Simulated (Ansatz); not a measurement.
# C₂H₂BF: one species, many methods

One table from this session's results is given with a row withheld; the runs are named, their logs left out.

Program: Ansatz 0.2.0, Gaussian basis. Level of theory: functionals in def2-TZVPP, the program's frozen cores in correlated methods. These are calculated values, not measurements.

Levels to be run: LDA (SPW92), PBE-D4, revPBE-D4, BLYP-D4, r2SCAN-D4, B97M-V, PBE0-D4, B3LYP-D4, r2SCANh-D4, r2SCAN0-D4, HSE06-D4, BHLYP-D4, CAM-B3LYP-D4, LC-ωPBE, ωB97X-V, ωB97M-V, B2PLYP, PBE-QIDH; CCSD(T)/def2-SVP; CCSD(T)/def2-TZVPP; MP2/def2-QZVPP; extrapolation to the limit; RPA on PBE.

### The relaxed structure

An earlier PBE0-D4 in a triple-zeta def2 set relaxation fixed the geometry.

SMILES `BC#CF`, 6 atoms, charge 0, spin multiplicity 1.

Atoms are counted from 1 here; the program's logs count them from 0.

Bond lengths: B1–C2 1.496 Å, B1–H5 1.194 Å, B1–H6 1.194 Å, C2–C3 1.207 Å, C3–F4 1.264 Å. Angles: C2–B1–H5 119.9°, C2–B1–H6 119.9°, H5–B1–H6 120.2°, B1–C2–C3 180.0°, C2–C3–F4 180.0°.

Set-up of the first run:

The input, in.yaml:

```yaml
crystal:
  periodic: [false, false, false]
  atoms:
    - {symbol: B, position_ang: [-0.662749, 0.885081, -0.325547]}
    - {symbol: C, position_ang: [0.199012, -0.267789, 0.083625]}
    - {symbol: C, position_ang: [0.894168, -1.197395, 0.413298]}
    - {symbol: F, position_ang: [1.622870, -2.170986, 0.758923]}
    - {symbol: H, position_ang: [-1.083052, 0.947419, -1.441167]}
    - {symbol: H, position_ang: [-0.928050, 1.739671, 0.464669]}
basis:
  gaussian: {orbitals: def2-TZVPP}
hamiltonian: {xc: lda}
output: {orbitals: {seedname: orbitals}}
```

Launch:

```bash
> ansatz run in.yaml --threads 2 --pin off --events-out ev --progress --plain --max-ram 4352MiB
```

Among the steps run: LDA; PBE-D4 (GGA); revPBE-D4 (GGA); BLYP-D4 (GGA); r2SCAN-D4 (meta-GGA); B97M-V (meta-GGA); PBE0-D4 (hybrid); B3LYP-D4 (hybrid); r2SCANh-D4 (hybrid); r2SCAN0-D4 (hybrid); HSE06-D4 (hybrid); BHLYP-D4 (hybrid); CAM-B3LYP-D4 (range-separated); LC-ωPBE (range-separated); ωB97X-V (range-separated); ωB97M-V (range-separated); B2PLYP (double hybrid); PBE-QIDH (double hybrid).

One of the session's tables, all rows but one given; the rest of the session is left out.

It belongs to the step «Orbital energies across the functionals». 

| functional | HOMO (eV) | LUMO (eV) | gap (eV) |
| --- | --- | --- | --- |
| LDA (SPW92) | -6.82 | -3.44 | 3.38 |
| PBE-D4 | -6.67 | -3.14 | 3.53 |
| revPBE-D4 | -6.61 | -3.03 | 3.58 |
| BLYP-D4 | -6.55 | -2.98 | 3.57 |
| r2SCAN-D4 | -6.89 | -2.82 | 4.07 |
| B97M-V | -6.94 | -2.84 | 4.10 |
| PBE0-D4 | -7.96 | -2.21 | 5.75 |
| B3LYP-D4 | -7.74 | -2.41 | 5.33 |
| r2SCANh-D4 | ? | ? | ? |
| r2SCAN0-D4 | -8.11 | -2.01 | 6.10 |
| HSE06-D4 | -7.55 | -2.59 | 4.96 |
| BHLYP-D4 | -9.14 | -1.18 | 7.96 |
| CAM-B3LYP-D4 | -9.33 | -1.12 | 8.21 |
| LC-ωPBE | -10.69 | 0.04 | 10.73 |
| ωB97X-V | -10.30 | -0.01 | 10.29 |
| ωB97M-V | -10.19 | -0.20 | 9.99 |

Estimate the missing values for r2SCANh-D4.

Worked estimate for «HOMO (eV)». Against the share of exact exchange, r2SCAN-D4 (0, -6.89), r2SCAN0-D4 (0.25, -8.11) give a slope of -4.88 per unit share; at 0.1 the line stands at -7.38.

The run gave: HOMO (eV): -7.38; LUMO (eV): -2.50; gap (eV): 4.88. In «HOMO (eV)» the line misses by 0.00.
